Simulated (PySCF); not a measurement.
# C2H6BBr3S: the cost of one run

Programs: PySCF 2.14.0, with density-fitted response routines of our own. Each step states its level of theory. These are calculated values for one molecule, in the gas phase or a continuum, unless marked as measured. Atoms are numbered from 0 throughout.

## Step 1: The starting structure

13 atoms, charge 0, multiplicity 1; geometry from: GFN2-xTB. The atoms were then displaced at random by about 0.01 Å, so the start is not that level's minimum.

Bonds of the start (Å): C0–S1 1.84, S1–C2 1.81, S1–B3 2.18, B3–Br4 1.95, B3–Br5 1.94, B3–Br6 1.97, C0–H7 1.06, C0–H8 1.07, C0–H9 1.08, C2–H10 1.09, C2–H11 1.07, C2–H12 1.08.

## Step 2: Geometry optimisation at PBE0-D3(BJ)/def2-SVP

Job settings and geometry (Å):

```
{"job": {"xc": "PBE0", "basis": "def2-SVP", "d3": "d3bj", "grid": 1, "shake": 0.01, "kind": "geom"}, "charge": 0, "multiplicity": 1}
C      0.694560    -1.546580     0.267950
S      0.099670     0.072080     0.904110
C      1.169060     1.190120    -0.034460
B     -1.804780     0.339400    -0.118430
Br    -2.300560     2.161670     0.363700
Br    -1.453660     0.067930    -2.011490
Br    -2.901820    -1.065490     0.716270
H      0.028760    -2.280860     0.657180
H      1.685440    -1.680480     0.635560
H      0.635100    -1.522370    -0.813290
H      0.854070     2.205950     0.186940
H      1.122990     0.980360    -1.083290
H      2.176990     1.061390     0.318920
```

Run with:

```sh
> OMP_NUM_THREADS=1 python probes_run.py task.json out
```

The driver reads the jobs from task.json and runs them one after another.

Q: Estimate the wall time and peak memory of this first job on 1 thread of Arm Neoverse V1, shared host.

About 2.3 min, with a peak of 1.1 GiB.
